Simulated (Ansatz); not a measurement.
This script makes a rigid torsion scan of CH₃BNO (charge -1), SMILES N#C[BH2-]O with Ansatz 0.2.0 through its Python package.

The script, `torsion_ch3bno.py`:
```python
"""Rigid torsion scan of CH3BNO(-)."""

import ansatz as az
from ase import Atoms

BASIS = "cc-pVDZ"
FUNCTIONAL = "pbe"
NET_CHARGE = -1
FORCE_TOL = 0.02


def main() -> None:
    atoms = Atoms(["N", "C", "B", "O", "H", "H", "H"], positions=[
        (2.3251, -0.4164, -0.0174),
        (1.2223, -0.066, -0.0095),
        (-0.2509, 0.402, 0.0013),
        (-1.111, -0.6436, -0.5821),
        (-0.3479, 1.3952, -0.6489),
        (-0.5866, 0.6428, 1.1215),
        (-1.2511, -1.3141, 0.1351),
    ])

    # relax first, so that the scan starts from a minimum
    first = az.Crystal.molecule_from_ase(atoms).calculation()
    first = first.basis(gaussian=BASIS).functional(FUNCTIONAL)
    first = first.charge(NET_CHARGE)
    first = first.relax(force_tolerance=FORCE_TOL, max_steps=80)
    atoms.positions = first.run(threads=1).report["positions_ang"]

    start = atoms.get_dihedral(1, 2, 3, 6)
    energies = {}
    for turn in range(0, 360, 30):
        turned = atoms.copy()
        turned.set_dihedral(1, 2, 3, 6, start + turn, indices=[3, 6])
        base = az.Crystal.molecule_from_ase(turned).calculation()
        base = base.basis(gaussian=BASIS)
        base = base.functional(FUNCTIONAL)
        base = base.charge(NET_CHARGE)
        energies[round((start + turn) % 360)] = base.run(threads=1).report["free_energy_ev"]
    floor = min(energies.values())
    print("dihedral C1-B2-O3-H6 (deg)   E - E(min) (eV)")
    for angle, e in sorted(energies.items()):
        print(f"{angle:8d} {(e - floor):14.3f}  " + "#" * int(30 * (e - floor) / max(max(energies.values()) - floor, 1e-9)))


if __name__ == "__main__":
    main()
```

Where along the turn do the lowest and the highest point lie, and how far apart are they?

The lowest point is at 54° and the highest at 144°, 0.123 eV (11.9 kJ/mol) above it, with the rest of the molecule held.

The run itself:

Running `python torsion_ch3bno.py` prints:
```text
dihedral C1-B2-O3-H6 (deg)   E - E(min) (eV)
      24          0.024  #####
      54          0.000
      84          0.031  #######
     114          0.091  ######################
     144          0.123  ##############################
     174          0.120  #############################
     204          0.119  ############################
     234          0.118  ############################
     264          0.097  #######################
     294          0.071  #################
     324          0.065  ###############
     354          0.058  ##############
```

Notes:
- The scan is rigid and the energies are electronic, in a modest basis. With rigid groups the curve can differ much from the relaxed path, the start wasn't checked as a minimum of this torsion, and equivalent turns needn't return to the same energy.
- Anions want diffuse functions, which this basis lacks.
- Processor time in the engine: 23 s on 1 thread of Intel(R) Xeon(R) Processor @ 2.30GHz (shared host), peak memory 0.25 GiB.
